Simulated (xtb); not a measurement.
# C2H4BNO (SMILES [H]/N=C1\BCO1): GFN2-xTB

Wanted: a structure relaxation of C2H4BNO. 

The results are computed with xtb 6.7.1.

7 further runs of the same task are left out: 7 set aside as unsound or not needed.

## (1) The structure to begin with

C2H4BNO has 9 atoms, charge 0, and is taken as a singlet. SMILES: `[H]/N=C1\BCO1`. The shape comes from a force field and isn't a relaxed structure. The run starts from this shape.

Bond lengths: N1–C2 1.269 Å, C2–B3 1.601 Å, B3–C4 1.511 Å, C2–O5 1.422 Å, C4–O5 1.356 Å, N1–H6 1.090 Å, B3–H7 1.148 Å, C4–H8 1.086 Å, C4–H9 1.189 Å. Some angles: N1–C2–B3 134.9°, N1–C2–O5 133.3°, B3–C2–O5 91.8°, C2–B3–C4 78.9°, B3–C4–O5 98.5°, C2–O5–C4 90.7°, C2–N1–H6 120.3°, C2–B3–H7 138.6°, C4–B3–H7 141.9°, B3–C4–H8 114.3°.

## (2) A structure relaxation at GFN2-xTB

struc.sdf

```

     RDKit          3D

  9  9  0  0  0  0  0  0  0  0999 V2000
    0.8183    1.9409    0.1382 N   0  0  0  0  0  0  0  0  0  0  0  0
    0.3484    0.7664    0.2444 C   0  0  0  0  0  0  0  0  0  0  0  0
   -0.3510   -0.2650   -0.7601 B   0  0  0  0  0  0  0  0  0  0  0  0
   -0.2094   -1.1160    0.4805 C   0  0  0  0  0  0  0  0  0  0  0  0
    0.3157   -0.1781    1.3070 O   0  0  0  0  0  0  0  0  0  0  0  0
    0.6927    2.5021   -0.7878 H   0  0  0  0  0  0  0  0  0  0  0  0
   -0.6390   -0.3260   -1.8692 H   0  0  0  0  0  0  0  0  0  0  0  0
    0.4120   -1.9968    0.3491 H   0  0  0  0  0  0  0  0  0  0  0  0
   -1.2991   -1.3740    0.8807 H   0  0  0  0  0  0  0  0  0  0  0  0
  2  1  2  0
  3  2  1  0
  4  3  1  0
  5  4  1  0
  5  2  1  0
  6  1  1  0
  7  3  1  0
  8  4  1  0
  9  4  1  0
M  END
$$$$
```

The run is started by

```sh
$ xtb struc.sdf --opt --gfn 2 --json > xtb.out 2> xtb.err
```

Q: Predict the results. Wanted: total energy at the end; dipole moment; HOMO energy; LUMO energy; HOMO–LUMO gap; dispersion energy; mean polarisability.

Answer, from the run:

At GFN2-xTB:

| quantity | value |
| --- | --- |
| total energy at the end | -14.46085 Eh |
| dipole moment | 3.79 D |
| HOMO energy | -10.15 eV |
| LUMO energy | -8.62 eV |
| HOMO–LUMO gap | 1.53 eV |
| dispersion energy | -10.59 kJ/mol |
| mean polarisability (D4 model) | 45.2 bohr³ |

What this shows: At the final geometry: Bond lengths: N1–C2 1.263 Å, C2–B3 1.584 Å, B3–C4 1.578 Å, C2–O5 1.362 Å, C4–O5 1.454 Å, N1–H6 1.015 Å, B3–H7 1.161 Å, C4–H8 1.094 Å, C4–H9 1.093 Å. Some angles: N1–C2–B3 144.9°, N1–C2–O5 122.3°, B3–C2–O5 92.9°, C2–B3–C4 82.3°, B3–C4–O5 89.7°, C2–O5–C4 95.2°, C2–N1–H6 114.3°, C2–B3–H7 140.6°, C4–B3–H7 137.1°, B3–C4–H8 118.8°. The optimisation took 8 steps and changed the energy by -0.827 eV.
